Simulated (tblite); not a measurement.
# C5H11SSi: the cost of one run

Computed with tblite 0.8.0 and PySCF 2.14.0, with density-fitted response routines of our own, on a single molecule in the gas phase. Atoms count from 0, in the outputs and in this text.

## Step 1: The molecule as given

18 atoms, charge 0, multiplicity 2; geometry from: force field or distance geometry start.

Bonds of the start (Å): C0–C1 1.49, C1–C2 1.54, C2–S3 1.80, S3–Si4 2.11, Si4–C5 1.90, C5–C6 1.48, C6–Si4 1.82, C0–H7 1.09, C0–H8 1.08, C1–H9 1.11, C1–H10 1.09, C2–H11 1.10, C2–H12 1.09, Si4–H13 1.49, C5–H14 1.08, C5–H15 1.09, C6–H16 1.08, C6–H17 1.09.

## Step 2: Optimising the geometry with GFN2-xTB

The job: settings as JSON, then the geometry in Å.

```
{"job": {"kind": "relax", "xc": "GFN2-xTB", "basis": "xTB"}, "charge": 0, "multiplicity": 2}
C     -3.439900    -0.152000     0.003400
C     -2.381800     0.898400     0.041500
C     -1.020800     0.439900    -0.522100
S     -0.190300    -0.760300     0.539000
Si     1.579200    -1.241700    -0.514300
C      2.657300     0.323400    -0.466000
C      3.140100    -0.837400     0.321600
H     -4.481400     0.156700    -0.060300
H     -3.224300    -1.181400     0.269100
H     -2.263700     1.247300     1.086100
H     -2.730100     1.749300    -0.538400
H     -1.177500     0.007900    -1.520600
H     -0.387100     1.322100    -0.619300
H      1.446300    -1.538500    -1.967600
H      3.134300     0.553900    -1.406300
H      2.213300     1.160600     0.069000
H      4.023700    -1.359900    -0.020000
H      3.094000    -0.781800     1.406900
```

On the command line:

```
> OMP_NUM_THREADS=1 python probes_run.py task.json out
```

The driver reads the jobs from task.json and runs them one after another.

Q: Estimate the wall time of this first job on 1 thread of Arm Neoverse V1, shared host.

About 1.1 s.
